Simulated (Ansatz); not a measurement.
# Cd2TeO: a single-point run

The task is a single-point run on Cd2TeO. The structure is shown as the input types it. The cell is built on a prototype (ordering on zincblende) and needn't be the phase found in nature.

Method: density functional or hybrid calculation with the settings of its input, plane waves (as first typed), in Ansatz 0.2.0.

## 1. Starting point

It takes space group P-4m2 (No. 115, tetragonal). The conventional cell has a = 4.205 Å, b = 4.205 Å, c = 5.401 Å, α = 90.00°, β = 90.00°, γ = 90.00°. O (site symmetry -4m2) has 4 Cd at 2.27 Å as nearest neighbours. Cd (site symmetry 2mm) has 2 O at 2.27 Å and 2 Te at 2.79 Å as nearest neighbours. Te (site symmetry -4m2) is surrounded by 4 Cd at 2.79 Å.

As a file:

```cif
data_structure
_symmetry_space_group_name_H-M 'P 1'
_symmetry_Int_Tables_number 1
_cell_length_a 4.2051
_cell_length_b 4.2051
_cell_length_c 5.4007
_cell_angle_alpha 90.000
_cell_angle_beta 90.000
_cell_angle_gamma 90.000
_cell_volume 95.50
loop_
_atom_site_label
_atom_site_type_symbol
_atom_site_fract_x
_atom_site_fract_y
_atom_site_fract_z
_atom_site_occupancy
O1 O 0.00000 0.00000 0.00000 1
Cd1 Cd 0.00000 0.50000 0.83989 1
Te1 Te 0.50000 0.50000 0.50000 1
Cd2 Cd 0.50000 0.00000 0.16011 1
```

## 2. The calculation

Contents of input.yaml:

```yaml
crystal:
  lattice:
    - [4.2051349867, 0.0, 0.0]
    - [0.0, 4.2051349867, 0.0]
    - [0.0, 0.0, 5.4007120652]
  atoms:
    - { symbol: O, position: [0.0, 0.0, 0.0] }
    - { symbol: Cd, position: [0.0, 0.5, 0.8398944457] }
    - { symbol: Te, position: [0.5, 0.5, 0.5] }
    - { symbol: Cd, position: [0.5, 0.0, 0.1601055543] }
kpoints:
  mp_grid: { grid: [1, 1, 1] }
hamiltonian:
  xc: pbe
scf:
  occupations: { method: fermi_dirac, width: 0.02 }
  n_extra_bands: 5
output:
  forces: true
  stress: true
  eigenvalues: true
```

Started as:

```sh
> ansatz run input.yaml --threads 4 --pin off --max-ram 3686MiB --backend cpu --events-out ev --progress --plain --runs-dir out
```

What happens when this is run?

The program finished normally. It gives a pressure of 16 GPa and a largest force of 2.6 eV/Å, which is large; a structure far from rest gives such values too, whatever the setting.

The suspect setting: kpoints.mp_grid.grid is [1, 1, 1]. The zone is sampled at a single point, which suits only large cells or molecules.

The test: set kpoints.mp_grid.grid to [4, 4, 4].
